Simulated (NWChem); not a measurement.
# CH5GaS (GaH2(SMe)): levels of theory compared

Aim: a comparison of 5 runs (HF/STO-3G, HF/3-21G, B3LYP/6-31G*, PBE0/6-31G*) of CH5GaS (GaH2(SMe)). 

The results are computed with NWChem 7.3.0.

## 1. Starting point

CH5GaS: 8 atoms, total charge 0, spin state singlet. As SMILES, `[H][Ga]([H])[S]C`. Geometry: a GFN2-xTB relaxation, a rough one for these elements and not checked as a minimum.

Bond lengths: Ga1–S4 2.219 Å, S4–C5 1.840 Å, Ga1–H2 1.583 Å, Ga1–H3 1.570 Å, C5–H6 1.095 Å, C5–H7 1.085 Å, C5–H8 1.086 Å. Angles: Ga1–S4–C5 97.7°, H2–Ga1–S4 116.6°, H3–Ga1–S4 124.8°, S4–C5–H6 110.5°, S4–C5–H7 107.8°, S4–C5–H8 108.2°, H2–Ga1–H3 118.6°, H6–C5–H7 110.1°, H6–C5–H8 110.2°, H7–C5–H8 109.9°.

## 2. Energy and forces at HF/STO-3G (run 1)

Contents of struct.xyz:

```xyz
8

Ga     0.422570     1.395820    -0.873450
H      1.731140     0.515930    -1.012810
H      0.410520     2.830100    -1.511530
S     -1.270960     0.487690     0.235900
C     -0.437260    -1.080470     0.718640
H      0.556220    -1.144030     0.261910
H     -1.057690    -1.904290     0.380080
H     -0.354550    -1.100740     1.801250
```

Contents of run.py:

```python
from ase.io import read
from ase.calculators.nwchem import NWChem

system = read('struct.xyz')

calc = NWChem(
    label='struct',
    theory='scf',
    memory='2200 mb',
    basis='STO-3G',
    basispar='spherical bse',
    scf={'nopen': '0', 'rhf': None, 'thresh': '1e-08', 'maxiter': '80', 'print': 'low'},
)
system.calc = calc

forces = system.get_forces()
e = system.get_potential_energy()
print(f"E = {e:.6f} eV")
print("forces (eV/A):")
for s, f in zip(system.symbols, forces):
    print(f"{s:2s} {f[0]:10.5f} {f[1]:10.5f} {f[2]:10.5f}")
```

Launch:

```
$ export ASE_NWCHEM_COMMAND="nwchem PREFIX.nwi > PREFIX.nwo"
$ python run.py
```

Log:

```text
E = -63521.661463 eV
forces (eV/A):
Ga    0.53494    0.55387   -0.47277
H    -2.65796    1.69971    0.33620
H    -0.10017   -2.98284    1.36695
S     2.84714    0.49005   -1.31964
C    -0.42855    1.15088   -0.50826
H    -0.54163   -0.33867    0.45262
H     0.20425   -0.25166    0.15874
H     0.14203   -0.32139   -0.01378
```

The calculator wrote struct.nwi:

```
title "struct"

permanent_dir struct

scratch_dir struct

start struct

geometry units angstrom nocenter noautosym noautoz
  Ga 4.2257000000000000e-01 1.3958200000000001e+00 -8.7344999999999995e-01
  H  1.7311399999999999e+00 5.1593000000000000e-01 -1.0128100000000000e+00
  H  4.1052000000000000e-01 2.8300999999999998e+00 -1.5115300000000000e+00
  S  -1.2709600000000001e+00 4.8769000000000001e-01 2.3590000000000000e-01
  C  -4.3725999999999998e-01 -1.0804700000000000e+00 7.1863999999999995e-01
  H  5.5622000000000005e-01 -1.1440300000000001e+00 2.6190999999999998e-01
  H  -1.0576900000000000e+00 -1.9042900000000000e+00 3.8007999999999997e-01
  H  -3.5454999999999998e-01 -1.1007400000000001e+00 1.8012500000000000e+00
end

memory 2200 mb

basis spherical bse noprint
   * library STO-3G
end

scf
  nopen 0
  rhf
  thresh 1e-08
  maxiter 80
  print low
end

task scf gradient
```

struct.nwo:

```text
Northwest Computational Chemistry Package (NWChem) 7.3.0
             --------------------------------------------------------

           Job information
           ---------------

    nwchem branch   = 7.3.0
    use scalapack   = T
    input           = struct.nwi
    prefix          = struct.
    data base       = struct/struct.db
    status          = startup
    nproc           =        1

           Memory information
           ------------------

    heap     =     72089596 doubles =      550.0 Mbytes
    stack    =     72089601 doubles =      550.0 Mbytes
    global   =    144179200 doubles =     1100.0 Mbytes (distinct from heap & stack)
    total    =    288358397 doubles =     2200.0 Mbytes
    verify   = yes
    hardfail = no

           Directory information
           ---------------------

  0 permanent = struct
  0 scratch   = struct

                                NWChem Input Module
                                -------------------

                                      struct
                                      ------

[... 26 lines left out ...]
            Nuclear Dipole moment (a.u.)
[... 58 lines left out ...]
  closed shells   =    29
  open shells     =     0
  charge          =   0.00
  wavefunction    = RHF
  input vectors   = atomic
  output vectors  = struct/struct.movecs
  use symmetry    = F
  symmetry adapt  = F

 Forming initial guess at       0.0s

 Starting SCF solution at       0.1s

  ga_iter_lsolve: convergence stagnant ... aborting solve

       Final RHF  results
       ------------------

         Total SCF energy =  -2334.378021241381
      One-electron energy =  -3752.554688934559
      Two-electron energy =   1176.882870230668
 Nuclear repulsion energy =    241.293797462511

        Time for solution =      4.0s

                              NWChem Gradients Module
                              -----------------------

                         RHF ENERGY GRADIENTS

    atom               coordinates                        gradient
                 x          y          z           x          y          z
   1 Ga      0.798542   2.637717  -1.650581   -0.010403  -0.010771   0.009194
   2 H       3.271380   0.974966  -1.913933    0.051689  -0.033054  -0.006538
   3 H       0.775770   5.348114  -2.856378    0.001948   0.058007  -0.026583
[... 4 lines of this table left out ...]
   8 H      -0.670002  -2.080097   3.403869   -0.002762   0.006250   0.000268

 Task  times  cpu:        4.7s     wall:        4.7s
 Total times  cpu:        4.7s     wall:        4.7s
```

Run time: 5.7 s. Hardware: 1 thread of AMD EPYC 9R45 (Zen 5), shared host; peak memory 0.1 GiB.

## 3. Energy and gradient at HF/3-21G (run 2)

Contents of mol.xyz:

```xyz
8

Ga     0.422570     1.395820    -0.873450
H      1.731140     0.515930    -1.012810
H      0.410520     2.830100    -1.511530
S     -1.270960     0.487690     0.235900
C     -0.437260    -1.080470     0.718640
H      0.556220    -1.144030     0.261910
H     -1.057690    -1.904290     0.380080
H     -0.354550    -1.100740     1.801250
```

Contents of mol.nw:

```
START mol
memory 2200 mb

GEOMETRY units angstrom noautosym nocenter noautoz
load mol.xyz
END

BASIS spherical bse
Ga library 3-21G
H library 3-21G
S library 3-21G
C library 3-21G
END

SCF
thresh 1e-08
maxiter 80
noprint "final vectors analysis"
END

TASK scf gradient
```

Launch:

```
$ nwchem mol.nw > mol.out
```

Log:

```text
[...]
  functions       =    54
[...]
  wavefunction    = RHF
[...]
         Total SCF energy =  -2349.961498791509
      One-electron energy =  -3756.852588762185
      Two-electron energy =   1165.597292508165
 Nuclear repulsion energy =    241.293797462511
        Time for solution =      1.7s
[...]
                         RHF ENERGY GRADIENTS
    atom               coordinates                        gradient
                 x          y          z           x          y          z
   1 Ga      0.798542   2.637717  -1.650581   -0.017612  -0.012787   0.013067
   2 H       3.271380   0.974966  -1.913933    0.002905   0.001261  -0.001798
   3 H       0.775770   5.348114  -2.856378    0.005451  -0.000593  -0.001646
   4 S      -2.401766   0.921600   0.445786    0.015164  -0.015852   0.001934
   5 C      -0.826302  -2.041792   1.358033   -0.011372   0.025526  -0.007840
   6 H       1.051103  -2.161903   0.494938    0.011080   0.003234  -0.007160
   7 H      -1.998744  -3.598586   0.718247   -0.004844  -0.002592  -0.002529
   8 H      -0.670002  -2.080097   3.403869   -0.000771   0.001803   0.005972
[...]
```

It took 3 s on 1 thread of AMD EPYC 9R45 (Zen 5), shared host; peak memory 0.099 GiB.

Runs 3 to 4 aren't shown in full; the table further down has their settings and results.

## 4. Energy and gradient at B3LYP/6-31G(d) (Cartesian functions) (run 5)

Contents of ch5gas.nw:

```
start ch5gas
title "CH5GaS"
memory stack 880 mb heap 220 mb global 1100 mb
geometry units angstrom noautosym nocenter noautoz
  Ga    0.422570    1.395820   -0.873450
  H     1.731140    0.515930   -1.012810
  H     0.410520    2.830100   -1.511530
  S    -1.270960    0.487690    0.235900
  C    -0.437260   -1.080470    0.718640
  H     0.556220   -1.144030    0.261910
  H    -1.057690   -1.904290    0.380080
  H    -0.354550   -1.100740    1.801250
end
basis cartesian
  * library 6-31G*
end
dft
  xc b3lyp
  grid xfine
  convergence energy 1e-08
  maxiter 100
  mulliken
end
task dft gradient
```

Launch:

```
$ nwchem ch5gas.nw > ch5gas.out
```

Log:

```text
[...]
          Wavefunction type:  closed shell.
          No. of atoms     :     8
          No. of electrons :    58
[...]
          Charge           :     0
          Spin multiplicity:     1
[...]
          AO basis - number of functions:    79
[...]
              XC Information
              --------------
                         B3LYP Method XC Potential
                     Hartree-Fock (Exact) Exchange  0.200
                        Slater Exchange Functional  0.800 local
                    Becke 1988 Exchange Functional  0.720 non-local
              Lee-Yang-Parr Correlation Functional  0.810
                  VWN I RPA Correlation Functional  0.190 local
[...]
 d= 0,ls=0.0,diis     1  -2363.9051049492 -2.61D+03  1.39D-02  8.81D-01     2.1
[...]
 d= 0,ls=0.0,diis    10  -2363.9495299158 -2.20D-09  3.61D-07  3.88D-10    16.1
         Total DFT energy =    -2363.949529915786
      One electron energy =    -3768.062811739535
           Coulomb energy =     1270.852426666094
    Exchange-Corr. energy =     -108.032942304856
 Nuclear repulsion energy =      241.293797462511
[...]
      Total Density - Mulliken Population Analysis
     ---------------------------------------------
    Atom       Charge   Shell Charges
 -----------   ------   -------------------------------------------------------
    1 Ga  31    31.05   2.00  1.99  6.00  1.95  5.99  1.36  1.54  0.06  0.12  6.85  2.95  0.24
    2 H    1     0.99   0.48  0.51
    3 H    1     0.97   0.48  0.48
    4 S   16    15.99   2.00  1.99  5.97  1.42  3.02  0.47  1.13  0.00
    5 C    6     6.60   1.99  0.68  2.09  0.72  1.09  0.03
    6 H    1     0.80   0.52  0.27
    7 H    1     0.81   0.53  0.28
    8 H    1     0.81   0.53  0.28
[...]
  wavefunction    = closed shell
                         DFT ENERGY GRADIENTS
    atom               coordinates                        gradient
                 x          y          z           x          y          z
   1 Ga      0.798542   2.637717  -1.650581   -0.004128  -0.002522   0.002742
   2 H       3.271380   0.974966  -1.913933    0.002633   0.001570  -0.001899
   3 H       0.775770   5.348114  -2.856378    0.005003  -0.000550  -0.001418
   4 S      -2.401766   0.921600   0.445786   -0.004374  -0.006976   0.004801
   5 C      -0.826302  -2.041792   1.358033   -0.000849  -0.000873   0.001473
   6 H       1.051103  -2.161903   0.494938    0.002451   0.002242  -0.002451
   7 H      -1.998744  -3.598586   0.718247    0.000814   0.004994   0.000616
   8 H      -0.670002  -2.080097   3.403869   -0.001548   0.002115  -0.003863
[...]
```

It took 23 s on 1 thread of AMD EPYC 9R45 (Zen 5), shared host; peak memory 0.14 GiB.

## 5. The series

```
run                               level  iteration cap  module   energy (Eh)  largest force (eV/Å)  wall time
  1                           HF/STO-3G             80     scf  -2334.378021                 3.283      5.7 s
  2                            HF/3-21G             80     scf  -2349.961499                 1.492        3 s
  3  B3LYP/6-31G* (spherical functions)            100     dft  -2363.941296                 0.477       20 s
  4   PBE0/6-31G* (spherical functions)            100     dft  -2363.426936                 0.637       20 s
  5  B3LYP/6-31G* (Cartesian functions)            100     dft  -2363.949530                 0.490       23 s
```

## 6. Results

| quantity | value |
| --- | --- |
| run 5: total energy | -2363.94953 Eh |
| run 5: dipole moment | 1.41 D |
| run 5: HOMO energy | -6.83 eV |
| run 5: LUMO energy | -1.62 eV |
| run 5: HOMO–LUMO gap | 5.22 eV |
| run 5: largest force on an atom | 0.490 eV/Å |

**Reading.** Over runs 2, 3, 4, 5 the dipole moment (its size) runs from 1.40 D (B3LYP/6-31G*) to 2.01 D (HF/3-21G). The two ends differ in method and basis. Over runs 3, 4, 5 the HOMO–LUMO gap runs from 5.21 eV (B3LYP/6-31G*) to 5.68 eV (PBE0/6-31G*). Totals of different functionals can't be ranked against each other. In run 1 the basis is minimal, so the values are rough. All runs together took 71 s, the longest 23 s.
